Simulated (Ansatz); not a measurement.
# C₃H₇BFN: a ladder of functionals and wavefunction methods

One table from this session's results is given with a row withheld; the runs are named, their logs left out.

Program: Ansatz 0.2.0, Gaussian basis. Level of theory: functionals in def2-TZVPP, the program's frozen cores in correlated methods. These are calculated values, not measurements.

Levels to be run: PBE-D4, r2SCAN-D4, PBE0-D4, B3LYP-D4, ωB97X-V, ωB97M-V, B2PLYP; CCSD(T)/def2-TZVPP; MP2/def2-QZVPP; extrapolation to the limit.

**Structure used throughout**

An earlier PBE0-D4 in a triple-zeta def2 set relaxation fixed the geometry.

SMILES `BC(CF)N=C`, 13 atoms, charge 0, spin multiplicity 1.

Atoms are counted from 1 here; the program's logs count them from 0.

Bond lengths: B1–C2 1.568 Å, B1–H7 1.196 Å, B1–H8 1.193 Å, C2–C3 1.517 Å, C2–N5 1.440 Å, C2–H9 1.115 Å, C3–F4 1.386 Å, C3–H10 1.093 Å, C3–H11 1.093 Å, N5–C6 1.257 Å, C6–H12 1.100 Å, C6–H13 1.089 Å. Angles: C2–B1–H7 117.7°, C2–B1–H8 121.7°, H7–B1–H8 120.4°, B1–C2–C3 109.9°, B1–C2–N5 114.7°, B1–C2–H9 102.6°, C3–C2–N5 111.1°, C3–C2–H9 106.1°, N5–C2–H9 111.7°, C2–C3–F4 110.3°, C2–C3–H10 111.3°, C2–C3–H11 110.1°, F4–C3–H10 107.4°, F4–C3–H11 107.7°, H10–C3–H11 109.9°, C2–N5–C6 118.7°, N5–C6–H12 123.3°, N5–C6–H13 119.4° and more.

Set-up of the first run:

Input file in.yaml:

```yaml
crystal:
  periodic: [false, false, false]
  atoms:
    - {symbol: B, position_ang: [-1.643527, 0.064795, 0.087902]}
    - {symbol: C, position_ang: [-0.098350, -0.184772, -0.004187]}
    - {symbol: C, position_ang: [0.386254, -0.891048, 1.247675]}
    - {symbol: F, position_ang: [-0.099496, -0.252285, 2.377952]}
    - {symbol: N, position_ang: [0.686187, 0.992443, -0.272359]}
    - {symbol: C, position_ang: [1.124188, 1.174592, -1.436470]}
    - {symbol: H, position_ang: [-2.338808, -0.859405, 0.392117]}
    - {symbol: H, position_ang: [-2.127985, 1.115194, -0.202636]}
    - {symbol: H, position_ang: [-0.020357, -0.929740, -0.830284]}
    - {symbol: H, position_ang: [1.477363, -0.883531, 1.310749]}
    - {symbol: H, position_ang: [0.018955, -1.920767, 1.264602]}
    - {symbol: H, position_ang: [0.950219, 0.471172, -2.264568]}
    - {symbol: H, position_ang: [1.705956, 2.068750, -1.655794]}
basis:
  gaussian: {orbitals: def2-TZVPP}
hamiltonian: {xc: pbe, dispersion: d4}
output: {forces: true, orbitals: {seedname: orbitals}}
```

On the command line:

```console
$ ansatz run in.yaml --threads 4 --pin off --events-out ev --progress --plain --max-ram 10444MiB
```

Steps of the session up to this table: PBE-D4 (GGA); r2SCAN-D4 (meta-GGA); PBE0-D4 (hybrid); B3LYP-D4 (hybrid); ωB97X-V (range-separated); ωB97M-V (range-separated); B2PLYP (double hybrid); CCSD(T) in def2-TZVPP; MP2 in def2-QZVPP.

One of the session's tables, all rows but one given; the rest of the session is left out.

| method | atoms, summed (eV) | atomisation energy (kJ/mol) |
| --- | --- | --- |
| PBE-D4 | -8046.314 | 5179.2 |
| r2SCAN-D4 | -8053.037 | 5043.1 |
| PBE0-D4 | -8048.084 | 5069.3 |
| B3LYP-D4 | -8058.150 | 5052.1 |
| ωB97X-V | -8055.045 | 5047.3 |
| ωB97M-V | -8054.174 | 5053.9 |
| B2PLYP | -8051.705 | 4993.3 |
| HF/def2-TZVPP | -8025.263 | 3644.0 |
| MP2/def2-TZVPP | -8039.807 | 4985.8 |
| CCSD/def2-TZVPP | ? | ? |
| CCSD(T)/def2-TZVPP | -8043.160 | 4891.5 |
| MP2/CBS | -8042.550 | 5109.2 |
| CCSD(T)/CBS | -8045.902 | 5015.0 |

Estimate the missing values for CCSD/def2-TZVPP.

**Answer.** atoms, summed (eV): -8042.803; atomisation energy (kJ/mol): 4812.5. In the column «atoms, summed (eV)» it lies between CCSD(T)/def2-TZVPP (-8043.160) and MP2/CBS (-8042.550).

Limits of these values: Free atoms (1 B, 3 C, 1 F, 1 N, 7 H) were run apart at each level; the atomisation energy is their sum less the molecule, without zero-point or spin-orbit terms.
